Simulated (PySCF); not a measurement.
# C₅H₅FSi: electronic excitations

What electronic excitations should C₅H₅FSi (`C#CC=C=C[SiH2]F`) show?

The runs use PySCF 2.14.0, with density-fitted response routines of our own; the level of theory stands in each step. All values are computed, except where a source is named. Atoms are numbered from 0 throughout.

### Step 1. The starting structure

12 atoms, charge 0, multiplicity 1; geometry from: GFN2-xTB.

Bonds of the start (Å): C0–C1 1.20, C1–C2 1.41, C2–C3 1.31, C3–C4 1.29, C4–Si5 1.88, Si5–F6 1.61, C0–H7 1.05, C2–H8 1.08, C4–H9 1.08, Si5–H10 1.46, Si5–H11 1.45.

### Step 2. TDDFT and polarisability: wB97X-D/def2-SVPD

The job: settings as JSON, then the geometry in Å.

```
{"job": {"kind": "uv", "xc": "wB97X-D", "basis": "def2-SVPD", "nstates": 8, "ntriplets": 3}, "charge": 0, "multiplicity": 1}
C      3.375479    -0.471740    -0.463366
C      2.392160     0.216646    -0.440565
C      1.242112     1.035740    -0.416200
C      0.156115     0.705827     0.230326
C     -0.936158     0.344802     0.822577
Si    -2.323510    -0.639912     0.015875
F     -3.413200    -0.828616     1.189411
H      4.234855    -1.072174    -0.487025
H      1.308033     1.976635    -0.949962
H     -1.088637     0.614677     1.861480
H     -3.017258     0.104956    -1.025118
H     -1.928793    -1.987526    -0.363460
```

Method: TDDFT wB97X-D/def2-SVPD, vertical, gas phase, core orbitals frozen in the response.

Started as:

```bash
$ OMP_NUM_THREADS=1 python probes_run.py task.json out
```

This one command runs all jobs of the session in turn.

Predict these results of the whole session: lowest singlet (wB97X-D/def2-SVPD); brightest single state of those computed; lowest triplet.

As calculated:

| quantity | value |
| --- | --- |
| lowest singlet (wB97X-D/def2-SVPD) | 5.03 eV (247 nm), f = 0.000 |
| brightest single state of those computed | state 8, 7.19 eV, f = 0.582 |
| lowest triplet | 3.77 eV |

In words: The first singlet state (HOMO→LUMO+1 0.93) lies at 5.03 eV and is dark; of the 8 states computed, the strongest absorption comes from state 8 at 7.19 eV (the last computed, so partners may be missing). The lowest triplet lies 1.26 eV below the lowest singlet (triplets in Tamm-Dancoff, singlets in full TDDFT).
